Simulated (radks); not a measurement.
# Nuclear size and the levels of Zr⁺

The task here is to estimate one member of a computed series from the others.

The numbers are computed with radks (a radial shooting solver on a logarithmic mesh, Libxc functionals) version 1 (Dirac Kohn-Sham, BLYP, spin-unpolarised, spherical densities, finite nucleus; open shells fill j = l - 1/2 first), except any that are marked as measured or tabulated.

## The system

- element: zirconium (Z = 40)
- charge: +1
- electrons: 39
- configuration: [Kr] 4d2 5s1
- nuclear rms radius: 4.2694 fm

Set-up of the first run:

Input:

```text
Z 40
configuration [Kr] 4d2 5s1 5p0 6s0
relativity Dirac
functional b88,lyp
spin unpolarised
j_filling energy
nucleus finite rms 4.2694 fm
c 137.035999084
```

Steps of the session up to this table: rms radius 4.2694 fm.

One table of the session follows, with a row left open; its other results are not shown here.

Sizes of the orbitals, from the radial functions (bohr):

```
level    <r>  outermost maximum (interpolated)  90 % within  nodes
4s1/2  1.212                              1.08         1.77      3
4p1/2      ?                                 ?            ?      ?
4p3/2  1.378                              1.19         2.05      2
5s1/2  3.425                              2.99         5.00      4
4d3/2  2.142                              1.58         3.46      1
4d5/2  2.162                              1.60         3.49      1
5p1/2  4.243                              3.66         6.24      3
5p3/2  4.326                              3.74         6.36      3
```

**Question.** Estimate the row for 4p1/2.

As computed: <r>: 1.347; outermost maximum (interpolated): 1.16; 90 % within: 2.01; nodes: 2. In the column «<r>» it lies between 4s1/2 (1.212) and 4p3/2 (1.378).
